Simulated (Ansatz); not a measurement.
# InGaAs2: the cost of one run

Method: DFT PBEsol, scalar-relativistic, plane waves, PAW, and further levels as typed in the inputs, in Ansatz 0.2.0.

## 1. The structure to begin with

The structure is tetragonal, space group P-4m2 (No. 115). Conventional cell: a = 4.151 Å, b = 4.151 Å, c = 23.479 Å, α = 90.00°, β = 90.00°, γ = 90.00°. Around In (site symmetry 2mm) lie 4 As at 2.54 Å. Ga (site symmetry 2mm) has 4 As at 2.54 Å as nearest neighbours. Around As (site symmetry 2mm) lie 4 In at 2.54 Å. As (site symmetry -4m2) has 4 In at 2.54 Å as nearest neighbours. Around As (site symmetry 2mm) lie 2 In at 2.54 Å and 2 Ga at 2.54 Å. As (site symmetry 2mm) is surrounded by 4 Ga at 2.54 Å. Only part of the 9 independent sites is listed.

As a file:

```
In Ga As
1.0
     4.15050    0.00000    0.00000
     0.00000    4.15050    0.00000
     0.00000    0.00000   23.47880
In Ga As
4 4 8
Direct
  0.00000 0.00000 0.00000
  0.50000 0.50000 0.12500
  0.00000 0.00000 0.25000
  0.50000 0.50000 0.37500
  0.00000 0.00000 0.50000
  0.50000 0.50000 0.62500
  0.00000 0.00000 0.75000
  0.50000 0.50000 0.87500
  0.50000 0.00000 0.06250
  0.00000 0.50000 0.18750
  0.50000 0.00000 0.31250
  0.00000 0.50000 0.43750
  0.50000 0.00000 0.56250
  0.00000 0.50000 0.68750
  0.50000 0.00000 0.81250
  0.00000 0.50000 0.93750
```

## 2. Relaxing cell and atoms: InGaAs2, no spin

input.yaml

```yaml
crystal:
  lattice:
    - [4.1505046735, 0.0, 0.0]
    - [0.0, 4.1505046735, 0.0]
    - [0.0, 0.0, 23.4788]
  atoms:
    - { symbol: In, position: [0.0, 0.0, 0.0] }
    - { symbol: In, position: [0.5, 0.5, 0.125] }
    - { symbol: In, position: [0.0, 0.0, 0.25] }
    - { symbol: In, position: [0.5, 0.5, 0.375] }
    - { symbol: Ga, position: [0.0, 0.0, 0.5] }
    - { symbol: Ga, position: [0.5, 0.5, 0.625] }
    - { symbol: Ga, position: [0.0, 0.0, 0.75] }
    - { symbol: Ga, position: [0.5, 0.5, 0.875] }
    - { symbol: As, position: [0.5, 0.0, 0.0625] }
    - { symbol: As, position: [0.0, 0.5, 0.1875] }
    - { symbol: As, position: [0.5, 0.0, 0.3125] }
    - { symbol: As, position: [0.0, 0.5, 0.4375] }
    - { symbol: As, position: [0.5, 0.0, 0.5625] }
    - { symbol: As, position: [0.0, 0.5, 0.6875] }
    - { symbol: As, position: [0.5, 0.0, 0.8125] }
    - { symbol: As, position: [0.0, 0.5, 0.9375] }
scf:
  occupations: { method: gaussian, width: 0.01 }
output:
  forces: true
  stress: true
  eigenvalues: true
  write_density: true
  write_potential: true
  elf: true
  volumetric_format: npy
hamiltonian:
  xc: pbesol
relax:
  f_tol: 0.005
  max_steps: 60
  cell: { stress_tol: 0.03, fix: [a, b, alpha, beta, gamma] }
kpoints:
  mp_grid: { grid: [8, 8, 1] }
```

Launch:

```sh
> ansatz run input.yaml --threads 8 --pin off --max-ram 49152MiB --backend cpu --events-out ev --progress --plain --runs-dir out
```

**Question.** How long does this run take on 8 threads of Intel Xeon 6975P-C (Granite Rapids), shared host, and how much memory does it need?

About 43 s, with a peak of 2.5 GiB.
